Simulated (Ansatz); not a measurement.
This script drives the Ansatz DFT code, driven from Python.

The script, `run_relaxed_scan.py`:
```python
"""Relaxed scan of one distance in CH3BrSi."""

import ansatz as az
from ase import Atoms
import numpy as np

config = {
    "basis": "def2-SVP",
    "functional": "PBE",
    "vdw": "d3bj",
}

atoms = Atoms(["Si", "C", "Br", "H", "H", "H"], positions=[
    (-0.5707, -0.0202, 0.0282),
    (0.9967, -0.6374, -0.7768),
    (2.5225, 0.2332, 0.0308),
    (-0.6807, 1.4339, -0.1615),
    (-1.7301, -0.6832, -0.5869),
    (-0.5378, -0.3264, 1.4662),
])
mol = az.Crystal.molecule_from_ase(atoms)

setup = (
    mol.calculation()
    .basis(gaussian=config["basis"])
    .functional(config["functional"], dispersion=config["vdw"])
    .spin("collinear", total=2)
)
symbols = [site.symbol for site in mol.cartesian_sites]
pairs = [(0, 1), (0, 3), (0, 4), (0, 5), (1, 2)]
print("held (A)   E (eV)        ", "  ".join(f"{symbols[i]}{i}-{symbols[j]}{j}" for i, j in pairs))
for length in [1.72, 1.87, 2.02, 2.24, 2.52]:
    rep = setup.relax(constraints=[az.DistanceConstraint((0, 1), at=length)], force_tolerance=0.02, max_steps=60).run(threads=1, pin="off").report
    xyz = np.array(rep["positions_ang"])
    print(f"{length:6.2f} {rep['free_energy_ev']:14.5f}  ", "  ".join(f"{np.linalg.norm(xyz[i] - xyz[j]):.3f}" for i, j in pairs))
```

It is started by `python run_relaxed_scan.py`. How long does it take on 1 thread of Arm Neoverse V2, on a shared host, and how much memory does it need?

It took about 100 s, with a peak of 0.24 GiB, for 5 runs of the engine.

```console
$ python run_relaxed_scan.py
held (A)   E (eV)         Si0-C1  Si0-H3  Si0-H4  Si0-H5  C1-Br2
DeckWarning: relax.constraints: the input's atoms, or those drawn, lie off the distances that are held; a relaxation that starts there is brought onto them ahead of its first SCF, by positions alone, [...]
  1.72   -78978.31554   1.720  1.514  1.506  1.514  1.804
  1.87   -78978.47578   1.870  1.509  1.501  1.509  1.817
  2.02   -78978.27041   2.020  1.504  1.498  1.504  1.827
  2.24   -78977.69729   2.240  1.501  1.496  1.501  1.838
  2.52   -78976.91299   2.520  1.499  1.496  1.499  1.848
```
(Warnings from the package without file and line, shortened, repeats left out.)

Reading the output:
- Total energies depend on the basis set; only differences at equal settings carry meaning.
- The energies are electronic: no zero-point or thermal terms, and the basis set is short of its limit.
- The run takes the species as open-shell (spin multiplicity 3), which needn't be its ground state.
